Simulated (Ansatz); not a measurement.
## Nudged elastic band run: Mg8HO8, charge +1

Input file:

```yaml
crystal:
  lattice:
    - [0.0, 4.2993, 4.2993]
    - [4.2993, 0.0, 4.2993]
    - [4.2993, 4.2993, 0.0]
  atoms:
    - { symbol: Mg, position: [-0.02095346, 0.02334765, 0.01872099] }
    - { symbol: O, position: [0.24725418, 0.25291025, 0.25273982] }
    - { symbol: Mg, position: [-0.01195688, 0.00071094, 0.51078781] }
    - { symbol: O, position: [0.24327507, 0.24784854, 0.76128016] }
    - { symbol: Mg, position: [-0.02095277, 0.47913899, 0.01872028] }
    - { symbol: O, position: [0.24725368, 0.74734868, 0.25274145] }
    - { symbol: Mg, position: [-0.00077174, 0.49932216, 0.50237999] }
    - { symbol: O, position: [0.24933254, 0.74941422, 0.7520904] }
    - { symbol: Mg, position: [0.49626295, -0.00364588, 0.01128229] }
    - { symbol: O, position: [0.74389202, 0.24399234, 0.26837773] }
    - { symbol: Mg, position: [0.50061659, 0.00071415, 0.5107877] }
    - { symbol: O, position: [0.74775643, 0.24784846, 0.76127719] }
    - { symbol: Mg, position: [0.52324111, 0.47914895, 0.0187145] }
    - { symbol: O, position: [0.75282831, 0.74734691, 0.25273133] }
    - { symbol: Mg, position: [0.500617, 0.48813434, 0.51078682] }
    - { symbol: O, position: [0.74775628, 0.74336978, 0.76127799] }
    - { symbol: H, position: [0.1829351, 0.68306602, -0.04881054] }
total_charge: 1
basis:
  ecutwfc: 420.0
kpoints:
  mp_grid: { grid: [2, 2, 2] }
hamiltonian:
  xc: lda
  pseudopotentials: { kind: paw, azcp: { folder: soft_1 } }
scf:
  occupations: { method: fermi_dirac, width: 0.02 }
  lower_state_search: "off"
neb:
  images: 3
  f_tol: 0.05
  initial_path: idpp
  max_iterations: 80
  final_atoms:
    - { symbol: Mg, position: [-0.02298265, 0.02117147, 0.02039856] }
    - { symbol: O, position: [0.25691524, 0.25251232, 0.25174517] }
    - { symbol: Mg, position: [-0.00035273, 0.01221035, 0.49886299] }
    - { symbol: O, position: [0.2530013, 0.24739847, 0.75223018] }
    - { symbol: Mg, position: [-0.00037076, 0.49966216, 0.01141705] }
    - { symbol: O, position: [0.25299165, 0.75302215, 0.24663027] }
    - { symbol: Mg, position: [0.00392276, 0.50395119, 0.50317896] }
    - { symbol: O, position: [0.25093346, 0.75095777, 0.75021896] }
    - { symbol: Mg, position: [0.5009951, 0.00102404, 0.00023886] }
    - { symbol: O, position: [0.75632627, 0.25635989, 0.25555155] }
    - { symbol: Mg, position: [0.52116979, 0.02119912, 0.47626125] }
    - { symbol: O, position: [0.75248999, 0.25251755, 0.75616605] }
    - { symbol: Mg, position: [0.52113639, 0.47705202, 0.02039285] }
    - { symbol: O, position: [0.7524841, 0.75694476, 0.25174453] }
    - { symbol: Mg, position: [0.51218185, 0.49967785, 0.49886051] }
    - { symbol: O, position: [0.74737374, 0.75303057, 0.75222889] }
    - { symbol: H, position: [0.3173458, 0.81739249, -0.18346028] }
  order_check: true
```

Run as:

```bash
$ ansatz run input.yaml --threads 1 --pin off --max-ram 3072MiB --backend cpu --events-out ev --progress --plain --runs-dir out
```

Output, in part (warnings, iteration lines):

```
NEB end point (image 0): max|allowed force component| = 5.863e-3 eV/Å (the criterion of neb.relax_end_points is 1.000e-2)
NEB end point (image 4): max|allowed force component| = 3.925e-3 eV/Å (the criterion of neb.relax_end_points is 1.000e-2)
NEB iter   1: max|band force component| = 1.700e0 eV/Å  barrier→ = 0.2959 eV  barrier← = 0.2960 eV  Δτ_max = 0.0763 Å  (40 SCF iters)
NEB iter   2: max|band force component| = 9.049e-1 eV/Å  barrier→ = 0.1488 eV  barrier← = 0.1488 eV  Δτ_max = 0.1038 Å  (18 SCF iters)
NEB iter   3: max|band force component| = 1.884e-1 eV/Å  barrier→ = 0.0733 eV  barrier← = 0.0733 eV  CI = image 2  Δτ_max = 0.0232 Å  (18 SCF iters)
NEB iter   4: max|band force component| = 1.211e-1 eV/Å  barrier→ = 0.0620 eV  barrier← = 0.0620 eV  CI = image 2  Δτ_max = 0.0628 Å  (18 SCF iters)
NEB iter   5: max|band force component| = 1.873e-1 eV/Å  barrier→ = 0.0568 eV  barrier← = 0.0568 eV  CI = image 2  Δτ_max = 0.0154 Å  (18 SCF iters)
NEB iter   6: max|band force component| = 1.289e-1 eV/Å  barrier→ = 0.0540 eV  barrier← = 0.0540 eV  CI = image 2  Δτ_max = 0.0142 Å  (18 SCF iters)
NEB iter   7: max|band force component| = 2.016e-2 eV/Å  barrier→ = 0.0518 eV  barrier← = 0.0518 eV  CI = image 2  Δτ_max = 0.0000 Å  (197 SCF iters)
```

The forces met the threshold. By the program's own check the climbing image is a first-order saddle point (lowest curvatures found: -0.37 and 1.12 eV/Å²). Limits of this set-up: coarse k mesh, PAW files made for another functional, charged cell in a uniform background, uncorrected.

Final band (atoms are numbered from 1 in the order of the input):

| image | path coordinate (Å) | energy (eV) | Mg5–H17 (Å) | Mg11–H17 (Å) |
| --- | --- | --- | --- | --- |
| 0 | 0.00 | 0.000 | 1.94 | 2.83 |
| 1 | 0.31 | 0.032 | 2.12 | 2.61 |
| 2 | 0.62 | 0.052 | 2.37 | 2.37 |
| 3 | 0.92 | 0.031 | 2.61 | 2.12 |
| 4 | 1.23 | 0.000 | 2.83 | 1.94 |

Time of the run: 3.1 min on 1 thread of Intel(R) Xeon(R) Platinum 8488C (Sapphire Rapids), on a shared host, peak memory 0.65 GiB.
